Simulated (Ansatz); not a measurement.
# AlAsH2 (triplet): wave-function methods side by side, cc-pVDZ

The task here is to estimate one member of a computed series from the others.

Method: cc-pVDZ, core rule «outside noble gas», up to 19 orbitals frozen; program: Ansatz 0.2.0, Gaussian basis.

Plan: UHF; CCSD(T) on ROHF; CCSD(T) on UHF; BCCD(T) on ROHF; CISD; CCSDT(Q) on ROHF; CCSDT(Q) on UHF; CCSDTQ on ROHF.

14 further runs of the same task are left out: 10 for a known fault of the program, 4 set aside as unsound or not needed.

## The system

The geometry is a PBE0/def2-TZVP stationary point (not a proven minimum). No spin-orbit coupling is included. The filled d shell of As may be among the frozen orbitals whatever the setting's name suggests; the logs give the count.

4 atoms, charge 0, spin multiplicity 3.

Atoms are counted from 1 here; the program's logs count them from 0.

Bond lengths: Al1–As2 2.466 Å, Al1–H3 1.609 Å, As2–H4 1.527 Å. Angles: As2–Al1–H3 114.8°, Al1–As2–H4 93.0°.

The first run:

in.yaml reads:

```yaml
crystal:
  periodic: [false, false, false]
  atoms:
    - {symbol: Al, position_ang: [0.000000, -0.143301, 1.790435]}
    - {symbol: As, position_ang: [0.000000, 0.054308, -0.667817]}
    - {symbol: H, position_ang: [0.000000, 1.258720, 2.580257]}
    - {symbol: H, position_ang: [0.000000, -1.459507, -0.868621]}
basis:
  gaussian: {orbitals: cc-pVDZ}
magnetization: {spin_polarized: true, initial_magnetization: 2}
hamiltonian: {xc: hf}
output: {orbitals: {seedname: orbitals}}
```

On the command line:

```sh
$ ansatz run in.yaml --threads 1 --pin off --events-out ev --progress --plain --max-ram 4096MiB --backend cpu
```

Among the steps run: UHF; CCSD(T) on ROHF; CCSD(T) on UHF; BCCD(T) on ROHF; CISD; CCSDT(Q) on ROHF; CCSDT(Q) on UHF; CCSDTQ on ROHF.

One table of the session follows, with a row left open; its other results are not shown here.

```
   method  from RCCSDTQ (kcal/mol)
     ROHF                        ?
      UHF                  +109.91
     RMP2                   +24.72
     UMP2                   +24.85
     CISD                   +11.69
    RCCSD                    +4.04
    UCCSD                    +3.87
 RCCSD(T)                    +0.91
 UCCSD(T)                    +0.84
  BCCD(T)                    +0.91
   RCCSDT                    +0.19
   UCCSDT                    +0.12
RCCSDT(Q)                    +0.02
UCCSDT(Q)                    -0.06
  RCCSDTQ                        0
```

Estimate the missing values for ROHF.

**Answer.** from RCCSDTQ (kcal/mol): +112.75. In the column «from RCCSDTQ (kcal/mol)» it is the highest.

Limits of these values: Restricted and unrestricted rows rest on different reference determinants; where their highest levels disagree by more than a few hundredths of an eV, they describe different states and don't form one ladder.
